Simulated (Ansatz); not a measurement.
# YIn2P2: a short molecular-dynamics run

A trajectory of YIn2P2, a randomly packed cell with 10 atoms that was not relaxed first: 20 steps of 1.5 fs at constant energy, with velocities drawn for 1200 K.

All numbers below are computed with Ansatz 0.2.0 (DFT PBE, plane waves, PAW, scalar-relativistic, no spin polarisation).

**1. The structure to begin with**

The cell holds 10 atoms (In4P4Y2): a = 6.096 Å, b = 6.374 Å, c = 6.676 Å, α = 83.04°, β = 101.46°, γ = 79.37°.

Coordinates:

```xyz
10
Lattice="5.9597 0.9248 -0.8865 0.2809 6.3535 0.4341 -0.4259 0.3764 6.6519" Properties=species:S:1:pos:R:3 pbc="T T T"
Y     3.4045    6.5974    5.7191
Y     3.3776    5.1608    2.4441
In    4.4712    2.1437    3.0012
In    1.2682    2.2240    3.5016
In    5.7425    4.5915    4.7009
In    1.4864    1.3211    0.7040
P     5.6626    7.1387    1.2615
P     0.6954    4.0017    1.5236
P     0.9594    5.6912    4.2146
P     3.2455    3.5356    5.0102
```

**2. The run**

File input.yaml:

```yaml
crystal:
  lattice:
    - [5.959716, 0.924791, -0.886533]
    - [0.280888, 6.353476, 0.434056]
    - [-0.425854, 0.376361, 6.65194]
  atoms:
    - { symbol: "Y", position: [0.591692, 0.900143, 0.879889] }
    - { symbol: "Y", position: [0.561727, 0.707051, 0.396148] }
    - { symbol: In, position: [0.779971, 0.191739, 0.542608] }
    - { symbol: In, position: [0.237994, 0.283439, 0.539619] }
    - { symbol: In, position: [0.996082, 0.530017, 0.804856] }
    - { symbol: In, position: [0.250872, 0.163795, 0.128576] }
    - { symbol: P, position: [0.922001, 0.974634, 0.248923] }
    - { symbol: P, position: [0.102805, 0.602826, 0.203406] }
    - { symbol: P, position: [0.164507, 0.836216, 0.600951] }
    - { symbol: P, position: [0.58196, 0.424201, 0.803081] }
kpoints:
  mp_grid: { grid: [3, 3, 3] }
magnetization:
  spin_polarized: false
scf:
  occupations: { method: cold, width: 0.15 }
hamiltonian:
  pseudopotentials: { kind: paw }
  xc: pbe
basis:
  ecutwfc: 420
md:
  timestep: 1.5
  n_steps: 20
  ensemble: nve
  temperature: 1200.0
  initial_velocities: maxwell_boltzmann
  seed: 442903
```

Launch:

```sh
$ ansatz run input.yaml --threads 2 --pin off --max-ram 2560MiB --backend cpu --events-out ev --progress --plain --runs-dir out
```

Q: Predict the outcome of this session. Wanted: temperature, first and last step; temperature, second half; potential energy, second half; largest change of the total energy; mean square displacement, second half.

The runs gave:

| quantity | value |
| --- | --- |
| length | 20 steps of 1.5 fs |
| temperature, first and last step | 1200 and 1022 K |
| temperature, second half | mean 1094 K, from 1022 to 1155 K |
| potential energy, second half | +12 meV/atom from the start |
| largest change of the total energy | 0.01 meV/atom |
| mean square displacement, second half | P 0.040, Y 0.024, In 0.009 Å² |

In words: The temperature starts at 1200 K and averages 1094 K in the second half, where it still falls, from 1155 to 1022 K. The total energy strays from its start by at most 0.01 meV/atom, under 0.1 % of the mean kinetic energy, so a step of 1.5 fs is short enough over this time. Over the second half P atoms stand 0.2 Å (root mean square) from where they began, and the farthest move is 0.3 Å. 30 fs on 10 atoms is far too short and small for converged averages.
